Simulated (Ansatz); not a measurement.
# CHBrCl+ (SMILES Cl[CH+]Br): single points off equilibrium

One table from this session's results is given with a row withheld; the runs are named, their logs left out.

Program: Ansatz 0.2.0, Gaussian basis. Level of theory: single points in def2-TZVPP. These are calculated values, not measurements.

Correlated methods freeze the cores. Filled d shells of the heavier atoms are correlated.

**The system as given**

SMILES `Cl[CH+]Br`, 4 atoms, charge 1, spin multiplicity 1.

Atoms are counted from 1 here; the program's logs count them from 0.

Bond lengths: Cl1–C2 1.621 Å, C2–Br3 1.785 Å, C2–H4 1.071 Å. Angles: Cl1–C2–Br3 125.8°, Cl1–C2–H4 119.9°, Br3–C2–H4 114.1°.

As a file:

```xyz
4

Cl    1.3889   -0.2168   -0.7665
C     0.0302   -0.0824    0.1076
Br   -1.4801    0.7076   -0.4231
H    -0.0424   -0.5694    1.0588
```

The first run:

Contents of run/in.yaml:

```yaml
crystal:
  periodic: [false, false, false]
  atoms:
    - {symbol: Cl, position_ang: [1.388900, -0.216800, -0.766500]}
    - {symbol: C, position_ang: [0.030200, -0.082400, 0.107600]}
    - {symbol: Br, position_ang: [-1.480100, 0.707600, -0.423100]}
    - {symbol: H, position_ang: [-0.042400, -0.569400, 1.058800]}
basis:
  gaussian: {orbitals: def2-TZVPP}
total_charge: 1
correlation: {method: ccsd_t}
output: {forces: true}
```

No record of the launch command was kept for these runs.

Among the steps run: CCSD(T)/def2-TZVPP; PBE0-D4/def2-TZVPP; wB97M-V/def2-TZVPP; r2SCAN-D4/def2-TZVPP; PBE-D4/def2-TZVPP; HSE06-D4/def2-TZVPP; revPBE-D4/def2-TZVPP.

One of the session's tables, all rows but one given; the rest of the session is left out.

| method | RMS force component (eV/Å) | angle to CCSD(T) forces (°) |
| --- | --- | --- |
| CCSD(T) | 0.288 | reference |
| PBE0-D4 | 0.363 | 32.6 |
| wB97M-V | ? | ? |
| r2SCAN-D4 | 0.301 | 17.8 |
| PBE-D4 | 0.361 | 22.9 |
| HSE06-D4 | 0.360 | 31.8 |
| revPBE-D4 | 0.377 | 29.4 |

Q: Estimate the row for wB97M-V from the others.

The run gave: RMS force component (eV/Å): 0.325; angle to CCSD(T) forces (°): 26.4. In the column «RMS force component (eV/Å)» it lies between r2SCAN-D4 (0.301) and HSE06-D4 (0.360).
